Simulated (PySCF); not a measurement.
# Ways to converge the SCF of HgF

Do solver options change the result for HgF, or only the number of cycles?

Method: each script names its method and basis; program: PySCF 2.14.0.

1 further run of the same task is left out (for a known fault of the program).

### Step 1. Where the work starts

HgF: 2 atoms, charge 0, spin multiplicity 2.

Bond lengths: Hg1–F2 1.851 Å.

### Step 2. Base script

input.py

```python
from pyscf import gto, scf

mol = gto.M(
    atom='Hg 0 0 0; F 0 0 1.851',
    basis='def2-svp',
    ecp={'Hg': 'def2-svp'},
    charge=0,
    spin=1,
    verbose=3,
)
mf = scf.UHF(mol)
mf.kernel()
mf.dip_moment()
print('orbital energies (hartree):', [e[max(0, n-3):n+3].round(4) for e, n in zip(mf.mo_energy, mol.nelec)])
```

Started as:

```sh
OMP_NUM_THREADS=1 python input.py
```

The log of this run is left out.

In short: E(SCF) = -251.823065 Eh, ⟨S²⟩ = 0.761, μ = 2.72 D.

The bond length is a typed value, not an optimised one.

### Step 3. Damping 0.8

Run 1 changes damping: none → 0.8.

input.py

```python
from pyscf import gto, scf

mol = gto.M(
    atom='Hg 0 0 0; F 0 0 1.851',
    basis='def2-svp',
    ecp={'Hg': 'def2-svp'},
    charge=0,
    spin=1,
    verbose=3,
)
mf = scf.UHF(mol)
mf.damp = 0.8
mf.diis_start_cycle = 8
mf.kernel()
mf.dip_moment()
print('orbital energies (hartree):', [e[max(0, n-3):n+3].round(4) for e, n in zip(mf.mo_energy, mol.nelec)])
```

Started as:

```sh
OMP_NUM_THREADS=1 python input.py
```

### Step 4. Level shift -0.2 hartree

Run 2 changes level shift: none → -0.2 hartree.

Edit input.py of step 2 so:

```diff
@@ -11,2 +11,3 @@
 mf = scf.UHF(mol)
+mf.level_shift = -0.2
 mf.kernel()
```

### Step 5. Initial guess 1e

Run 3 changes initial guess: minao → 1e.

Edit input.py of step 2 so:

```diff
@@ -11,2 +11,3 @@
 mf = scf.UHF(mol)
+mf.init_guess = '1e'
 mf.kernel()
```

### Step 6. Smearing width 0.01 hartree

Run 4 changes smearing width: none → 0.01 hartree.

Edit input.py of step 2 so:

```diff
@@ -11,2 +11,3 @@
 mf = scf.UHF(mol)
+mf = scf.addons.smearing_(mf, sigma=0.01, method='fermi')
 mf.kernel()
```

### Step 7. Smearing width 0.2 hartree

Run 5 changes smearing width: none → 0.2 hartree.

Edit input.py of step 2 so:

```diff
@@ -11,2 +11,3 @@
 mf = scf.UHF(mol)
+mf = scf.addons.smearing_(mf, sigma=0.2, method='fermi')
 mf.kernel()
```

Q: Predict the outcome of this session. Wanted: for each run, E(SCF); from base; SCF dipole.

The runs gave:

| run | E(SCF) (hartree) | from base (eV) | SCF dipole (D) |
| --- | --- | --- | --- |
| base | -251.823065 | 0 | 2.72 |
| damping 0.8 | -251.823065 | 0.0000 | 2.72 |
| level shift -0.2 hartree | -251.823065 | 0.0000 | 2.72 |
| initial guess 1e | -251.823065 | 0.0000 | 2.72 |
| smearing width 0.01 hartree | -251.738162 | not comparable | 2.68 |
| smearing width 0.2 hartree (poor choice) | -250.592525 | not comparable | 0.04 |

In words: With damping 0.8 or level shift -0.2 hartree or initial guess 1e the SCF ends at the base energy. Rows marked «poor choice» come from settings spoiled on purpose.
